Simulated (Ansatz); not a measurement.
# CH₃NSn: how energies converge with the basis set

An exercise on one series of results from a longer session: the logs are not shown, and one member is left open.

Method: one geometry, several basis sets; program: Ansatz 0.2.0, Gaussian basis.

Levels to be run: PBE0-D4/def2-SVP; ωB97M-V/def2-SVP; PBE0-D4/def2-QZVPP; ωB97M-V/def2-QZVPP; the functionals' def2-TZVPP values are taken from earlier runs.

**The geometry**

An earlier PBE0-D4 in a triple-zeta def2 set relaxation fixed the geometry. Sn takes the def2 core potential; no spin-orbit term is included.

6 atoms, charge 0, spin multiplicity 1.

Atoms are counted from 1 here; the program's logs count them from 0.

Bond lengths: C1–N2 1.152 Å, C1–H4 1.071 Å, Sn3–H5 1.762 Å, Sn3–H6 1.762 Å. Angles: N2–C1–H4 175.2°, H5–Sn3–H6 93.2°.

As a file:

```mol
CH3NSn
  3D, bonds by distance, orders not assigned

  6  4  0  0  0  0  0  0  0  0999 V2000
   -0.1291   -1.5646    0.0906 C   0  0
   -1.0549   -0.8968   -0.0657 N   0  0
    0.8665    1.1362    0.0077 Sn  0  0
    0.6756   -2.2564    0.2347 H   0  0
   -0.0111    1.6658   -1.4250 H   0  0
   -0.3050    1.8520    1.1115 H   0  0
  1  2  8  0
  1  4  8  0
  3  5  8  0
  3  6  8  0
M  END
```

Set-up of the first run:

in.yaml

```yaml
crystal:
  periodic: [false, false, false]
  atoms:
    - {symbol: C, position_ang: [-0.129076, -1.564608, 0.090631]}
    - {symbol: N, position_ang: [-1.054896, -0.896813, -0.065707]}
    - {symbol: Sn, position_ang: [0.866499, 1.136157, 0.007666]}
    - {symbol: H, position_ang: [0.675597, -2.256356, 0.234715]}
    - {symbol: H, position_ang: [-0.011062, 1.665761, -1.424956]}
    - {symbol: H, position_ang: [-0.304960, 1.851958, 1.111450]}
basis:
  gaussian: {orbitals: def2-SVP}
hamiltonian: {xc: pbe0, dispersion: d4}
output: {orbitals: {seedname: orbitals}}
```

Launch:

```
> ansatz run in.yaml --threads 2 --pin off --events-out ev --progress --plain --max-ram 4352MiB
```

Steps of the session up to this table: PBE0-D4 in def2-SVP; ωB97M-V in def2-SVP; PBE0-D4 in def2-QZVPP; ωB97M-V in def2-QZVPP.

One table of the session follows, with a row left open; its other results are not shown here.

It belongs to the step «Functionals by basis». 

| functional | basis | HOMO (eV) | LUMO (eV) |
| --- | --- | --- | --- |
| PBE0-D4 | def2-SVP | -6.18 | -1.86 |
| PBE0-D4 | def2-TZVPP | ? | ? |
| PBE0-D4 | def2-QZVPP | -6.26 | -1.94 |
| ωB97M-V | def2-SVP | -8.15 | 0.05 |
| ωB97M-V | def2-TZVPP | -8.26 | -0.13 |
| ωB97M-V | def2-QZVPP | -8.27 | -0.18 |

Estimate the missing values for PBE0-D4, def2-TZVPP.

The run gave: HOMO (eV): -6.25; LUMO (eV): -1.93. In the column «HOMO (eV)» it lies between PBE0-D4, def2-QZVPP (-6.26) and PBE0-D4, def2-SVP (-6.18).
